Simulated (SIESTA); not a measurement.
AlIn2N3:

```
In Al N
1.0
     5.14810   -2.96287    0.00000
     5.14810    2.96287    0.00000
     0.00000    0.00000    5.50004
In Al N
4 2 6
Direct
  0.33541 0.98830 0.98712
  0.01171 0.66459 0.98712
  0.66459 0.01171 0.48712
  0.98830 0.33541 0.48712
  0.65876 0.34124 0.98922
  0.34124 0.65876 0.48922
  0.63136 0.36864 0.33727
  0.36864 0.63136 0.83727
  0.33296 0.96886 0.38564
  0.03114 0.66704 0.38564
  0.66704 0.03114 0.88564
  0.96886 0.33296 0.88564
```

The cell comes from a database or a generator and needn't be the stable form of this composition.

| Property | Result |
| --- | --- |
| Program | SIESTA 5.4.2 |
| Task | single point |
| Functional | PBEsol |
| Potentials or basis | PseudoDojo 0.4 standard (PBEsol files) |
| Basis | DZP (energy shift 0.003 Ry; two zetas on semicore shells) |
| Grid cutoff | 800 Ry |
| Energy shift | 0.003 Ry |
| k mesh | 5 × 5 × 5 |
| Occupations | fermi-dirac, width 0.05 eV |
| Spin | no spin polarisation |

On this cell: pressure -2.5 GPa; largest force 0.121 eV/Å; band gap on the k mesh 0.93 eV, direct.

The same run follows on a disturbed copy (atoms moved at random, drawn with an rms of 0.05 Å):

```
In Al N
1.0
     5.14810   -2.96287    0.00000
     5.14810    2.96287    0.00000
     0.00000    0.00000    5.50004
In Al N
4 2 6
Cartesian
  6.8411 1.9162 5.4260
  3.4889 1.9462 5.4248
  3.4134 -1.9110 2.6696
  6.7583 -1.9403 2.7467
  5.1594 -0.9503 5.4133
  5.1615 0.9346 2.6301
  5.1462 -0.7503 1.8629
  5.1769 0.7866 4.6540
  6.6661 1.8865 2.1132
  3.6114 1.8133 2.1167
  3.5890 -1.9013 4.8637
  6.7200 -1.8830 4.8504
```

Q: What changes?

A: The energy moves by +22.1 meV/atom; pressure -1.7 GPa; largest force 1.558 eV/Å; band gap on the k mesh 0.89 eV, direct.

Forces on the atoms (eV/Å):
```
In  -0.261  0.356  0.125
In   0.136 -0.416  0.191
In   0.746 -0.574 -0.154
In   0.469  0.122 -1.139
Al  -0.093  0.106  0.593
Al  -0.278 -0.001  1.446
N   -0.127 -1.199 -0.438
N   -0.197  0.068 -1.006
N    0.556  0.454 -0.193
N   -1.129  1.072 -0.030
N    0.240  0.227 -0.111
N   -0.061 -0.216  0.718
```

Stress tensor (GPa, compression positive):
```
-1.34 -0.68  0.47
-0.68 -1.88  0.01
 0.47  0.01 -2.00
```

Caveats: spin-orbit coupling is left out, which moves the levels of the heavy elements; the basis of atomic orbitals isn't converged, which shifts pressures, moduli and gaps.

